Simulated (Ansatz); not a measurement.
# CH4BNO: the cost of one run

All numbers below are computed with Ansatz 0.2.0 (RKS PBE-D4/def2-SVP).

## Step 1: The starting structure

Bond lengths: N1–B2 1.456 Å, B2–C3 1.547 Å, C3–O4 1.314 Å, N1–H5 1.088 Å, N1–H6 1.076 Å, B2–H7 1.205 Å, C3–H8 1.030 Å. Angles: N1–B2–C3 118.6°, N1–B2–H7 121.4°, C3–B2–H7 120.0°, B2–N1–H5 109.4°, B2–N1–H6 110.4°, H5–N1–H6 102.7°, B2–C3–O4 117.5°, B2–C3–H8 122.9°, O4–C3–H8 119.5°.

As a file:

```xyz
8

N    -1.0138    0.6797   -0.5455
B     0.2992    0.0791   -0.3602
C     0.4602   -1.0360    0.7000
O     1.6582   -1.5505    0.8607
H    -0.9579    1.4381   -1.3242
H    -1.2905    1.2518    0.3234
H     1.2438    0.4138   -1.0298
H    -0.3070   -1.3332    1.3199
```

## Step 2: Relaxing end A

input.yaml reads:

```yaml
crystal:
  periodic: [false, false, false]
  atoms:
    - { symbol: "N", position_ang: [-1.0138, 0.6797, -0.5455] }
    - { symbol: B, position_ang: [0.2992, 0.0791, -0.3602] }
    - { symbol: C, position_ang: [0.4602, -1.036, 0.7] }
    - { symbol: O, position_ang: [1.6582, -1.5505, 0.8607] }
    - { symbol: H, position_ang: [-0.9579, 1.4381, -1.3242] }
    - { symbol: H, position_ang: [-1.2905, 1.2518, 0.3234] }
    - { symbol: H, position_ang: [1.2438, 0.4138, -1.0298] }
    - { symbol: H, position_ang: [-0.307, -1.3332, 1.3199] }
basis:
  gaussian: { orbitals: def2-SVP }
hamiltonian:
  xc: pbe
  dispersion: d4
relax:
  f_tol: 0.015
  max_steps: 40
```

Launch:

```console
$ ansatz run input.yaml --threads 1 --pin off --max-ram 2048MiB --backend cpu --events-out ev --progress --plain --runs-dir out
```

**Question.** How long does this run take on 1 thread of Arm Neoverse V2, shared host, and how much memory does it need?

About 23 s, with a peak of 0.14 GiB.
